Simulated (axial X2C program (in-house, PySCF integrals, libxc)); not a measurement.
# Linear FWF⁻ at several levels

One table from this session's results is given with a row withheld; the runs are named, their logs left out.

Computed with an in-house X2C program for linear molecules on PySCF integrals. Level: all-electron X2C, two-component (2c) or spin-free, F dyall-av3z, W dyall-v3z.

All values are calculated.

2 further runs of the same task are left out: 2 set aside as unsound or not needed.

The first run:

Input file task.json:

```json
{"zs": [9, 74, 9], "q": -1, "bas": ["dyall-av3z", "dyall-v3z", "dyall-av3z"], "r0": [2.01, 2.01], "symm": 1, "scan": ["PBE0", "HF", "B3LYP"], "levels": ["PBE0", "HF", "BHandHLYP"], "nst": 2}
```

Keys: zs atomic numbers; q charge; bas basis sets; r0 starting distance in Å; symm equal bonds; scan levels of the two-bond scan (MP2 follows by itself at each HF point); levels methods; nst determinants followed.

On the command line:

```
$ python solin.py task.json out
```

Masses F 18.998, W 183.951, F 18.998 u.

Among the steps run: Scan at PBE0, 2c; Scan at HF, 2c; Scan at B3LYP, 2c.

One table of the session follows, with a row left open; its other results are not shown here.

| level | r(F–W) (Å) | r(W–F) (Å) | lower stretch (cm⁻¹) | upper stretch (cm⁻¹) |
| --- | --- | --- | --- | --- |
| PBE0, 2c | 1.925 | 1.925 | 562.6 | 594.1 |
| HF, 2c | 1.941 | 1.941 | 556.3 | 593.0 |
| B3LYP, 2c | 1.940 | 1.940 | 549.4 | 583.6 |
| PBE0, spin-free | 1.924 | 1.924 | 565.4 | 596.0 |
| HF, spin-free | 1.941 | 1.941 | 565.9 | 591.8 |
| B3LYP, spin-free | 1.939 | 1.939 | 552.5 | 585.9 |
| MP2, spin-free | ? | ? | ? | ? |

Q: Estimate the row for MP2, spin-free from the others.

As computed: r(F–W) (Å): 1.944; r(W–F) (Å): 1.944; lower stretch (cm⁻¹): 550.5; upper stretch (cm⁻¹): 588.3. In the column «r(F–W) (Å)» it is the highest.

Scans not shown above were run alike.

Caveats from the session: For an anion the highest level of a functional can be positive, and the basis then holds the extra electron. The molecule was held linear; bending was not examined, so a bent shape may lie lower. Note: functional without a current term on a determinant with orbital currents, of the molecule or an atom.
